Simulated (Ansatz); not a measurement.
**AlH₅O₄: basis-set convergence**

One table from this session's results is given with a row withheld; the runs are named, their logs left out.

Computed with Ansatz 0.2.0, Gaussian basis. Level: one geometry, several basis sets.

Levels to be run: PBE0-D4/def2-SVP; ωB97M-V/def2-SVP; PBE0-D4/def2-QZVPP; ωB97M-V/def2-QZVPP; the functionals' def2-TZVPP values are taken from earlier runs.

## The geometry

All runs share one geometry, relaxed beforehand with PBE0-D4 in a triple-zeta def2 set.

SMILES `[OH][Al-]([OH])([OH])[OH2+]`, 10 atoms, charge 0, spin multiplicity 1.

Atoms are counted from 1 here; the program's logs count them from 0.

Bond lengths: O1–Al2 1.720 Å, O1–H6 0.955 Å, Al2–O3 1.707 Å, Al2–O4 1.724 Å, Al2–O5 1.965 Å, O3–H7 0.955 Å, O4–H8 0.953 Å, O5–H9 0.967 Å, O5–H10 0.969 Å. Angles: Al2–O1–H6 120.6°, O1–Al2–O3 114.4°, O1–Al2–O4 119.4°, O1–Al2–O5 93.2°, O3–Al2–O4 120.7°, O3–Al2–O5 112.2°, O4–Al2–O5 88.1°, Al2–O3–H7 121.7°, Al2–O4–H8 125.3°, Al2–O5–H9 103.7°, Al2–O5–H10 102.3°, H9–O5–H10 107.8°.

The first run:

Input file in.yaml:

```yaml
crystal:
  periodic: [false, false, false]
  atoms:
    - {symbol: O, position_ang: [-1.400070, 0.801130, 0.698932]}
    - {symbol: Al, position_ang: [-0.111736, -0.245487, 0.247838]}
    - {symbol: O, position_ang: [0.782304, -0.869257, 1.561127]}
    - {symbol: O, position_ang: [-0.201844, -1.104501, -1.244418]}
    - {symbol: O, position_ang: [0.857256, 1.175121, -0.703924]}
    - {symbol: H, position_ang: [-1.701682, 0.837435, 1.604361]}
    - {symbol: H, position_ang: [1.438435, -1.552358, 1.442073]}
    - {symbol: H, position_ang: [-0.662028, -1.928281, -1.378685]}
    - {symbol: H, position_ang: [0.288057, 1.949878, -0.598352]}
    - {symbol: H, position_ang: [0.794510, 0.885120, -1.625950]}
basis:
  gaussian: {orbitals: def2-SVP}
hamiltonian: {xc: pbe0, dispersion: d4}
output: {orbitals: {seedname: orbitals}}
```

On the command line:

```sh
ansatz run in.yaml --threads 4 --pin off --events-out ev --progress --plain --max-ram 10444MiB
```

Steps of the session up to this table: PBE0-D4 in def2-SVP; ωB97M-V in def2-SVP; PBE0-D4 in def2-QZVPP; ωB97M-V in def2-QZVPP.

One of the session's tables, all rows but one given; the rest of the session is left out.

It belongs to the step «Density functionals: the series». 

```
functional       basis  HOMO (eV)  LUMO (eV)
   PBE0-D4    def2-SVP      -7.72       0.49
   PBE0-D4  def2-TZVPP          ?          ?
   PBE0-D4  def2-QZVPP      -8.20      -0.35
   ωB97M-V    def2-SVP     -10.18       2.09
   ωB97M-V  def2-TZVPP     -10.59       1.46
   ωB97M-V  def2-QZVPP     -10.70       0.96
```

Q: Estimate the row for PBE0-D4, def2-TZVPP from the others.

The run gave: HOMO (eV): -8.10; LUMO (eV): -0.03. In the column «HOMO (eV)» it lies between PBE0-D4, def2-QZVPP (-8.20) and PBE0-D4, def2-SVP (-7.72).
